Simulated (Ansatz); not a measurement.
# Zr4Si3B: the cost of one run

Method: DFT PBE, scalar-relativistic, plane waves, PAW, in Ansatz 0.2.0.

### 1 Starting point

The cell holds 16 atoms (B2Si6Zr8): a = 6.617 Å, b = 6.592 Å, c = 6.613 Å, α = 91.69°, β = 94.88°, γ = 88.05°.

It is the last frame of an earlier stage of the same melt, run at 2890 K.

Coordinates:

```
Zr Si B
1.0
     6.60971    0.11031   -0.28112
     0.11031    6.59049   -0.09482
    -0.28112   -0.09482    6.60596
Zr Si B
8 6 2
Direct
  0.22283 0.54711 0.73359
  0.90040 0.81832 0.51376
  0.51433 0.19492 0.38494
  0.51391 0.17886 0.83606
  0.63795 0.61805 0.33804
  0.95027 0.83897 0.98949
  0.75941 0.40444 0.68250
  0.05449 0.30777 0.39671
  0.29459 0.44244 0.11695
  0.79372 0.28766 0.09886
  0.16322 0.03074 0.79441
  0.44808 0.85826 0.56550
  0.21740 0.92953 0.26647
  0.60600 0.60228 0.97146
  0.21579 0.60823 0.38612
  0.31200 0.80544 0.98046
```

### 2 Stage at 2080 K

One k point, a Fermi-Dirac width of 0.179 eV and a fixed cell.

input.yaml

```yaml
crystal:
  lattice:
    - [6.609711, 0.110313, -0.281118]
    - [0.110313, 6.590489, -0.094821]
    - [-0.281118, -0.094821, 6.605964]
  atoms:
    - { symbol: Zr, position: [0.2228289866, 0.5471098625, 0.7335919747] }
    - { symbol: Zr, position: [0.900401201, 0.8183164347, 0.5137618131] }
    - { symbol: Zr, position: [0.5143348285, 0.1949232145, 0.3849391489] }
    - { symbol: Zr, position: [0.513913929, 0.1788610281, 0.8360619622] }
    - { symbol: Zr, position: [0.6379481335, 0.6180529826, 0.3380350578] }
    - { symbol: Zr, position: [0.9502740308, 0.8389669917, 0.9894921421] }
    - { symbol: Zr, position: [0.7594056854, 0.404444643, 0.6825012845] }
    - { symbol: Zr, position: [0.0544939027, 0.3077655731, 0.396708515] }
    - { symbol: Si, position: [0.2945883024, 0.4424369165, 0.1169543772] }
    - { symbol: Si, position: [0.7937215055, 0.2876637706, 0.0988552155] }
    - { symbol: Si, position: [0.1632240946, 0.0307358171, 0.7944102107] }
    - { symbol: Si, position: [0.4480821798, 0.8582570759, 0.56549885] }
    - { symbol: Si, position: [0.2174018604, 0.9295256113, 0.2664734907] }
    - { symbol: Si, position: [0.6060039443, 0.6022786005, 0.9714646535] }
    - { symbol: B, position: [0.2157884331, 0.6082334408, 0.3861202059] }
    - { symbol: B, position: [0.3119999064, 0.8054394863, 0.9804620408] }
  symmetry: { detect: false }
basis:
  ecutwfc: 420
  xc_grid: 1
kpoints:
  mp_grid: { grid: [1, 1, 1], shift: [0.25, 0.25, 0.25] }
hamiltonian:
  xc: pbe
scf:
  occupations: { method: fermi_dirac, width: 0.1792 }
  lower_state_search: "off"
  convergence: { dr2_threshold: 1.0e-05 }
output:
  forces: true
  stress: true
md:
  timestep: 1.5
  n_steps: 250
  ensemble: nvt_langevin
  friction: 0.03
  temperature: 2080.0
  initial_velocities: maxwell_boltzmann
  seed: 59095
```

Run with:

```console
$ ansatz run input.yaml --threads 2 --pin off --max-ram 5120MiB --backend cpu --events-out ev --progress --plain --runs-dir out
```

Q: Estimate wall time and peak memory on 2 threads of Arm Neoverse V1, shared host.

About 5.2 min, with a peak of 0.45 GiB.
